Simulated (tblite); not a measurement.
# C7H13NSi: the cost of one run

Programs: tblite 0.8.0 and PySCF 2.14.0, with density-fitted response routines of our own. Each step states its level of theory. These are calculated values for one molecule, in the gas phase or a continuum, unless marked as measured. Atoms count from 0, in the outputs and in this text.

### 1 Starting geometry

22 atoms, charge 0, multiplicity 1; geometry from: force field or distance geometry start.

Bonds of the start (Å): C0–C1 1.23, C1–C2 1.45, C2–C3 1.48, C3–Si4 1.84, Si4–N5 1.79, Si4–C6 1.88, C6–C7 1.50, C7–C8 1.51, C7–C2 1.45, C0–H9 1.05, C2–H10 1.12, C3–H11 1.14, C3–H12 1.10, Si4–H13 1.47, N5–H14 1.05, N5–H15 1.06, C6–H16 1.09, C6–H17 1.13, C7–H18 1.13, C8–H19 1.13, C8–H20 1.12, C8–H21 1.08.

### 2 Relaxing the molecule with GFN2-xTB

What the job is given:

```
{"job": {"kind": "relax", "xc": "GFN2-xTB", "basis": "xTB"}, "charge": 0, "multiplicity": 1}
C      3.101900    -1.427100    -0.038600
C      2.010200    -0.958700     0.262700
C      0.719400    -0.426500     0.669500
C     -0.320100    -1.393900     0.241300
Si    -1.721600    -0.398600    -0.404000
N     -3.220300    -0.609900     0.557900
C     -0.909600     1.267300    -0.098600
C      0.526100     0.917700     0.156100
C      1.329500     1.315100    -1.063900
H      4.037000    -1.828500    -0.302200
H      0.721800    -0.406200     1.785900
H     -0.635200    -1.982000     1.169900
H      0.108600    -2.116600    -0.469900
H     -1.925900    -0.639700    -1.842000
H     -3.552800     0.296200     0.970300
H     -3.070900    -1.322900     1.321900
H     -1.087400     1.883100    -0.980200
H     -1.410300     1.716000     0.804200
H      0.853300     1.635700     0.964500
H      0.665300     2.043400    -1.612900
H      2.194200     1.950600    -0.751800
H      1.576200     0.504900    -1.741600
```

The run is started by

```console
$ OMP_NUM_THREADS=1 python probes_run.py task.json out
```

One launch serves the whole session: the jobs run in the order shown.

**Question.** How long does this first job take on 1 thread of Intel Xeon Platinum 8259CL at 2.50GHz, shared host, and how much memory does it need?

About 1.7 s, with a peak of 0.18 GiB.
